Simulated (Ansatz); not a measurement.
# O started on a C site in 4H SiC, 96 atoms, charge +1

Aim: let the atoms about the defect relax, then find its formation energy, its levels in the gap and its spin by PBEsol and HSE06.

Program: Ansatz 0.2.0, PAW, plane waves. These are calculated values, not measurements.

### 1 The system as built

96 atoms (48 Si, 47 C, 1 O); a = 9.234 Å, b = 10.663 Å, c = 10.076 Å, α = 90.00°, β = 90.00°, γ = 90.00°. All atoms were shaken off their sites by about 0.02 Å along each axis. Defect site 1: (0.500, 0.417, 0.438). Starting moments add up to 1 μB.

Plan of the steps: (2) PBEsol relaxation at the single k point (¼, ¼, ¼), on 1 × NVIDIA H100 80GB HBM3 with 2 threads of AMD EPYC 7R13; (3) HSE06 single point at the single k point (¼, ¼, ¼), on 1 × NVIDIA H100 80GB HBM3 with 2 threads of AMD EPYC 7R13.

### 2 PBEsol relaxation in the fixed cell

File in.yaml:

```yaml
crystal:
  lattice:
    - [9.234204, 0.000000, 0.000000]
    - [0.000000, 10.662740, 0.000000]
    - [0.000000, 0.000000, 10.075947]
  atoms:
    - { symbol: Si, position: [0.000788, 0.998109, 0.499441] }
    - { symbol: Si, position: [0.333747, 0.000910, 0.498080] }
    - { symbol: Si, position: [0.163190, 0.249097, 0.499198] }
    - { symbol: Si, position: [0.999331, 0.496700, 0.497532] }
    - { symbol: Si, position: [0.665554, 0.000195, 0.501034] }
    - { symbol: Si, position: [0.500855, 0.249773, 0.499676], spin: 0.2 }
    - { symbol: Si, position: [0.333453, 0.497909, 0.499080], spin: 0.2 }
    - { symbol: Si, position: [0.164545, 0.749849, 0.498480] }
    - { symbol: Si, position: [0.833931, 0.249915, 0.502621] }
    - { symbol: Si, position: [0.665170, 0.500969, 0.501208], spin: 0.2 }
    - { symbol: Si, position: [0.500617, 0.748288, 0.499759] }
    - { symbol: Si, position: [0.836009, 0.748048, 0.498007] }
    - { symbol: Si, position: [0.002253, 0.166125, 0.253681] }
    - { symbol: Si, position: [0.332682, 0.166719, 0.248321] }
    - { symbol: Si, position: [0.166222, 0.416040, 0.248680] }
    - { symbol: Si, position: [0.998619, 0.665809, 0.250864] }
    - { symbol: Si, position: [0.666744, 0.165166, 0.247040] }
    - { symbol: Si, position: [0.499409, 0.415909, 0.250635], spin: 0.2 }
    - { symbol: Si, position: [0.328542, 0.667781, 0.251497] }
    - { symbol: Si, position: [0.168579, 0.914280, 0.255174] }
    - { symbol: Si, position: [0.830537, 0.410906, 0.251274] }
    - { symbol: Si, position: [0.667109, 0.667173, 0.249756] }
    - { symbol: Si, position: [0.499165, 0.917176, 0.247538] }
    - { symbol: Si, position: [0.834991, 0.917001, 0.251359] }
    - { symbol: Si, position: [0.167436, 0.085424, 0.748677] }
    - { symbol: Si, position: [0.999166, 0.332370, 0.746204] }
    - { symbol: Si, position: [0.499073, 0.083569, 0.752700] }
    - { symbol: Si, position: [0.333314, 0.333372, 0.746777] }
    - { symbol: Si, position: [0.166302, 0.584762, 0.750464] }
    - { symbol: Si, position: [0.000434, 0.829297, 0.749422] }
    - { symbol: Si, position: [0.833133, 0.083239, 0.746069] }
    - { symbol: Si, position: [0.665192, 0.333204, 0.751768] }
    - { symbol: Si, position: [0.501094, 0.583992, 0.752312] }
    - { symbol: Si, position: [0.330881, 0.834692, 0.747763] }
    - { symbol: Si, position: [0.833329, 0.582010, 0.746413] }
    - { symbol: Si, position: [0.666581, 0.831964, 0.748590] }
    - { symbol: Si, position: [0.999828, 0.996959, 0.999672] }
    - { symbol: Si, position: [0.332917, 0.994651, 0.998576] }
    - { symbol: Si, position: [0.166333, 0.249551, 0.999180] }
    - { symbol: Si, position: [0.999600, 0.501518, 0.998913] }
    - { symbol: Si, position: [0.668480, 0.998013, 0.999554] }
    - { symbol: Si, position: [0.495647, 0.250459, 0.004255] }
    - { symbol: Si, position: [0.335858, 0.500394, 0.998993] }
    - { symbol: Si, position: [0.165490, 0.749255, 0.001815] }
    - { symbol: Si, position: [0.831596, 0.250642, 0.002469] }
    - { symbol: Si, position: [0.670446, 0.499594, 0.001120] }
    - { symbol: Si, position: [0.495296, 0.751033, 0.997395] }
    - { symbol: Si, position: [0.831525, 0.751107, 0.002686] }
    - { symbol: C, position: [0.999879, 0.995518, 0.188174] }
    - { symbol: C, position: [0.334009, 0.002537, 0.183977] }
    - { symbol: C, position: [0.171441, 0.248999, 0.187186] }
    - { symbol: C, position: [0.999184, 0.500426, 0.188120] }
    - { symbol: C, position: [0.668812, 0.003216, 0.187888] }
    - { symbol: C, position: [0.499479, 0.251985, 0.183442] }
    - { symbol: C, position: [0.333797, 0.497623, 0.188023] }
    - { symbol: C, position: [0.167404, 0.750672, 0.189578] }
    - { symbol: C, position: [0.834829, 0.247730, 0.185973] }
    - { symbol: C, position: [0.665936, 0.498354, 0.190248] }
    - { symbol: C, position: [0.504838, 0.748135, 0.188339] }
    - { symbol: C, position: [0.835602, 0.748744, 0.189524] }
    - { symbol: C, position: [0.999093, 0.001144, 0.688473] }
    - { symbol: C, position: [0.331281, 0.001218, 0.686544] }
    - { symbol: C, position: [0.165977, 0.249534, 0.690253] }
    - { symbol: C, position: [0.001684, 0.499936, 0.686961] }
    - { symbol: C, position: [0.668236, 0.000939, 0.687350] }
    - { symbol: C, position: [0.501094, 0.249453, 0.689851] }
    - { symbol: C, position: [0.335696, 0.499155, 0.685071] }
    - { symbol: C, position: [0.165181, 0.750189, 0.687012] }
    - { symbol: C, position: [0.828289, 0.250771, 0.687912] }
    - { symbol: C, position: [0.667146, 0.501171, 0.689404] }
    - { symbol: C, position: [0.498816, 0.747874, 0.687647] }
    - { symbol: C, position: [0.831703, 0.752165, 0.690568] }
    - { symbol: C, position: [0.000043, 0.166533, 0.438312] }
    - { symbol: C, position: [0.336185, 0.168465, 0.438609] }
    - { symbol: C, position: [0.166193, 0.415061, 0.435798] }
    - { symbol: C, position: [0.003041, 0.668959, 0.437934] }
    - { symbol: C, position: [0.671677, 0.167854, 0.436261] }
    - { symbol: C, position: [0.333660, 0.667258, 0.438652] }
    - { symbol: C, position: [0.168550, 0.919277, 0.438618] }
    - { symbol: C, position: [0.837091, 0.416735, 0.436292] }
    - { symbol: C, position: [0.664344, 0.665298, 0.440995] }
    - { symbol: C, position: [0.500204, 0.916703, 0.439863] }
    - { symbol: C, position: [0.831851, 0.916978, 0.437545] }
    - { symbol: C, position: [0.169533, 0.082860, 0.936182] }
    - { symbol: C, position: [0.996898, 0.336218, 0.938121] }
    - { symbol: C, position: [0.501984, 0.083987, 0.938890] }
    - { symbol: C, position: [0.330929, 0.331446, 0.938596] }
    - { symbol: C, position: [0.169639, 0.581959, 0.934519] }
    - { symbol: C, position: [0.000206, 0.838510, 0.935697] }
    - { symbol: C, position: [0.830950, 0.085435, 0.939165] }
    - { symbol: C, position: [0.666275, 0.332444, 0.937521] }
    - { symbol: C, position: [0.504898, 0.580003, 0.939111] }
    - { symbol: C, position: [0.330518, 0.834698, 0.939501] }
    - { symbol: C, position: [0.834474, 0.582116, 0.937102] }
    - { symbol: C, position: [0.666627, 0.831504, 0.937315] }
    - { symbol: O, position: [0.500735, 0.419722, 0.439237], spin: 0.2 }
  symmetry: { detect: false }
kpoints:
  mp_grid: { grid: [1, 1, 1], shift: [0.25, 0.25, 0.25] }
hamiltonian:
  xc: pbesol
total_charge: 1
magnetization:
  spin_polarized: true
scf:
  occupations: { method: fermi_dirac, width: 0.01 }
relax:
  f_tol: 0.03
  max_steps: 80
  escape_saddle: false
  adjacent_minimum: "off"
output:
  forces: true
  eigenvalues: true
  populations: true
  charged_corrections: { epsilon: 9.7 }
```

Launch:

```bash
$ ansatz run in.yaml --threads 2 --pin off --max-ram 20900MiB --runs-dir r --events-out ev --progress --plain --backend cuda --devices 0, --max-vram 18GiB
```

Further steps of the session: HSE06 on the final geometry.

Q: Predict the outcome of this session. Wanted: for each run, formation energy; host gap; top filled to lowest empty; moment.

The runs gave:

```
             level           time  formation energy (eV)  host gap (eV)  top filled to lowest empty (eV)  moment (μB)
PBEsol, relaxation     70 s (GPU)                  -1.85           2.10                             0.31         1.00
             HSE06  2.4 min (GPU)                  -1.92           3.15                             0.97         1.00
```

| quantity | value |
| --- | --- |
| relaxation | 11 recorded steps, 2.17 eV gained |
| largest shift | 0.33 Å (O96) |
| largest local moment | +0.50 μB on Si |

**In words.** The relaxation lowers the energy by 2.17 eV; the largest shift is 0.33 Å (O96). The formation energy at E_F = VBM goes from -1.85 eV (PBEsol) to -1.92 eV (HSE06), as the host gap goes from 2.10 to 3.15 eV. The reservoirs are the elements' reference phases; where the defect changes the composition, the value depends on that choice. HSE06 puts 1 localised level over 0.1 eV inside the gap, at 2.26 (filled) eV, the tightest of them shared by about 10 atoms. The host's edges were read at Γ, so band-like levels at this k point need not coincide with them. Finite-cell errors of some tenths of an eV remain in such numbers. The dielectric constant of 9.7 in the correction is an assumed value.
